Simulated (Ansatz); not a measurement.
# Pt: the cost of one run

Program: Ansatz 0.2.0. Level of theory: the levels named in each step. These are calculated values, not measurements.

**1. Starting point**

Coordinates:

```xyz
1

Pt    0.0000    0.0000    0.0000
```

**2. Single point, PBE0/def2-TZVPP**

Contents of input.yaml:

```yaml
crystal:
  periodic: [false, false, false]
  atoms:
    - { symbol: Pt, position_ang: [0.0, 0.0, 0.0] }
magnetization:
  spin_polarized: true
  initial_magnetization: 1
total_charge: 1
basis:
  gaussian: { orbitals: def2-TZVPP }
hamiltonian:
  xc: pbe0
```

The run is started by

```
ansatz run input.yaml --threads 1 --pin off --max-ram 2560MiB --backend cpu --events-out ev --progress --plain --runs-dir out
```

Q: Estimate wall time and peak memory on 1 thread of Intel Xeon at 2.50GHz (Skylake/Cascade Lake), shared host.

About 7.4 s, with a peak of 0.12 GiB.
